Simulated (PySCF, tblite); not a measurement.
# C₈H₁₄Si: geometry, infrared bands and NMR shifts

Aim: predict the infrared bands and NMR shifts of C₈H₁₄Si (`C=CC[C@@]1(C=C)[SiH2][C@@H]1C`).

The runs use tblite 0.8.0 and PySCF 2.14.0, with density-fitted response routines of our own; the level of theory stands in each step. All values are computed, except where a source is named. Atoms are numbered from 0 throughout.

### 1 Starting geometry

23 atoms, charge 0, multiplicity 1; geometry from: force field or distance geometry start.

Bonds of the start (Å): C0–C1 1.37, C1–C2 1.50, C2–C3 1.52, C3–C4 1.47, C4–C5 1.35, C3–Si6 1.87, Si6–C7 1.89, C7–C8 1.54, C7–C3 1.49, C0–H9 1.10, C0–H10 1.07, C1–H11 1.08, C2–H12 1.13, C2–H13 1.09, C4–H14 1.08, C5–H15 1.11, C5–H16 1.08, Si6–H17 1.45, Si6–H18 1.47, C7–H19 1.10, C8–H20 1.11, C8–H21 1.11, C8–H22 1.11.

### 2 Optimising the geometry with GFN2-xTB

The job: settings as JSON, then the geometry in Å.

```
{"job": {"kind": "relax", "xc": "GFN2-xTB", "basis": "xTB"}, "charge": 0, "multiplicity": 1}
C      3.202000     0.167600     0.957200
C      2.114900     0.795300     0.419500
C      0.807700     0.676600     1.141500
C     -0.120100     0.031600     0.121200
C     -0.291600     0.791100    -1.130300
C     -1.229100     1.761600    -1.252200
Si     0.171800    -1.811300     0.007200
C     -1.301700    -0.766700     0.552200
C     -2.427200    -0.903400    -0.484400
H      3.067100    -0.394500     1.889300
H      4.165500     0.217200     0.484700
H      2.192500     1.361700    -0.493200
H      0.417800     1.705700     1.379000
H      0.852400     0.064100     2.044900
H      0.306600     0.626900    -2.009900
H     -1.862700     1.977100    -0.371700
H     -1.345700     2.324400    -2.171300
H      0.092400    -2.478600    -1.278500
H      0.906000    -2.378700     1.143000
H     -1.632700    -0.802800     1.601400
H     -3.372500    -0.430300    -0.160700
H     -2.634200    -1.981700    -0.635800
H     -2.084000    -0.525900    -1.470200
```

On the command line:

```
OMP_NUM_THREADS=1 python probes_run.py task.json out
```

This one command runs all jobs of the session in turn.

**Question.** This job is followed by: GFN2-xTB harmonic vibrations, gas phase; GIAO PBE0/pcSseg-1 NMR shielding, non-relativistic, gas phase. Predict these results of the whole session: strongest single infrared mode (GFN2-xTB); zero-point energy (GFN2-xTB); 13C shifts against TMS (PBE0/pcSseg-1); 1H shifts against TMS (PBE0/pcSseg-1, means over atoms taken as alike); 29Si shifts against TMS (PBE0/pcSseg-1); surface potential, 1st and 99th percentile.

The runs gave:

| quantity | value |
| --- | --- |
| strongest single infrared mode (GFN2-xTB) | 2381 cm⁻¹, 346 km/mol |
| zero-point energy (GFN2-xTB) | 118.6 kcal/mol |
| 13C shifts against TMS (PBE0/pcSseg-1) | 148.5, 147.7, 119.9, 113.5, 45.2, 39.0, 28.8, 17.3 ppm |
| 1H shifts against TMS (PBE0/pcSseg-1, means over atoms taken as alike) | 6.67, 6.06, 5.37, 5.27, 5.20, 5.06, 3.34, 2.84, 2.44, 1.47, 1.22, 1.20 ppm |
| 29Si shifts against TMS (PBE0/pcSseg-1) | -119.8 ppm |
| surface potential, 1st and 99th percentile | -0.78 V and 0.84 V |

Over 192 steps the energy fell by 0.837 eV; of the close pairs, C3–C7 changed most, 1.490 to 1.550 Å. All 63 modes are real, so the xTB geometry is a minimum. The strongest single mode, at 2381 cm⁻¹, moves mainly H18. Unscaled tight-binding wavenumbers are off by several per cent, some by more. Its intensities can rank the bands wrongly.
